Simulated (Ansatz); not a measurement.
A run of Ansatz 0.2.0:

input.yaml

```yaml
crystal:
  lattice:
    - [0.0, 2.31, 2.31]
    - [2.31, 0.0, 2.31]
    - [2.31, 2.31, 0.0]
  atoms:
    - { symbol: Hf, position: [0.5, 0.5, 0.5] }
    - { symbol: B, position: [0.0, 0.0, 0.0] }
hamiltonian:
  xc: lda
  pseudopotentials: { kind: paw }
kpoints:
  mp_grid: { grid: [7, 7, 7] }
scf:
  occupations: { method: fermi_dirac, width: 0.05 }
phonons:
  method: dfpt
```

Potentials or basis: Ansatz PAW.

The run is started by

```sh
$ ansatz run input.yaml --threads 2 --pin off --max-ram 5632MiB --backend cpu --events-out ev --progress --plain --runs-dir out
```

Hardware: 2 threads of Arm Neoverse N1, on a shared host.

Question: How long does it take, and how much memory?

Answer: It took 6.2 s on 2 threads of Arm Neoverse N1, with other jobs on the host, peak memory 0.36 GiB. Counts: scf iterations 10, plane waves 531, k points 40, bands 19.
